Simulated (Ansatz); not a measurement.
**GeCl₂F₂: how energies converge with the basis set**

The task here is to estimate one member of a computed series from the others.

The runs use Ansatz 0.2.0, Gaussian basis; one geometry, several basis sets.

Levels to be run: PBE0-D4/def2-SVP; ωB97M-V/def2-SVP; PBE0-D4/def2-QZVPP; ωB97M-V/def2-QZVPP; the functionals' def2-TZVPP values are taken from earlier runs.

## The geometry

The geometry comes from an earlier relaxation with PBE0-D4 in a triple-zeta def2 set; it is a stationary point.

SMILES `[F][Ge]([F])([Cl])[Cl]`, 5 atoms, charge 0, spin multiplicity 1.

Atoms are counted from 1 here; the program's logs count them from 0.

Bond lengths: F1–Ge2 1.705 Å, Ge2–F3 1.705 Å, Ge2–Cl4 2.097 Å, Ge2–Cl5 2.097 Å. Angles: F1–Ge2–F3 106.2°, F1–Ge2–Cl4 109.3°, F1–Ge2–Cl5 109.3°, F3–Ge2–Cl4 109.3°, F3–Ge2–Cl5 109.3°, Cl4–Ge2–Cl5 113.3°.

Set-up of the first run:

in.yaml

```yaml
crystal:
  periodic: [false, false, false]
  atoms:
    - {symbol: F, position_ang: [1.142657, -1.227895, 0.501652]}
    - {symbol: Ge, position_ang: [0.015499, -0.035648, 0.038586]}
    - {symbol: F, position_ang: [-0.895010, 0.325083, 1.434012]}
    - {symbol: Cl, position_ang: [-1.255206, -0.819118, -1.433547]}
    - {symbol: Cl, position_ang: [1.041959, 1.683877, -0.582204]}
basis:
  gaussian: {orbitals: def2-SVP}
hamiltonian: {xc: pbe0, dispersion: d4}
output: {orbitals: {seedname: orbitals}}
```

Launch:

```bash
ansatz run in.yaml --threads 4 --pin off --events-out ev --progress --plain --max-ram 10444MiB
```

Among the steps run: PBE0-D4 in def2-SVP; ωB97M-V in def2-SVP; PBE0-D4 in def2-QZVPP; ωB97M-V in def2-QZVPP.

One of the session's tables, all rows but one given; the rest of the session is left out.

It belongs to the step «Functionals by basis». 

| functional | basis | HOMO (eV) | LUMO (eV) |
| --- | --- | --- | --- |
| PBE0-D4 | def2-SVP | ? | ? |
| PBE0-D4 | def2-TZVPP | -10.14 | -1.89 |
| PBE0-D4 | def2-QZVPP | -10.17 | -1.98 |
| ωB97M-V | def2-SVP | -12.24 | 0.54 |
| ωB97M-V | def2-TZVPP | -12.41 | 0.27 |
| ωB97M-V | def2-QZVPP | -12.45 | 0.08 |

Estimate the missing values for PBE0-D4, def2-SVP.

As computed: HOMO (eV): -10.03; LUMO (eV): -1.72. In the column «HOMO (eV)» it is the highest.
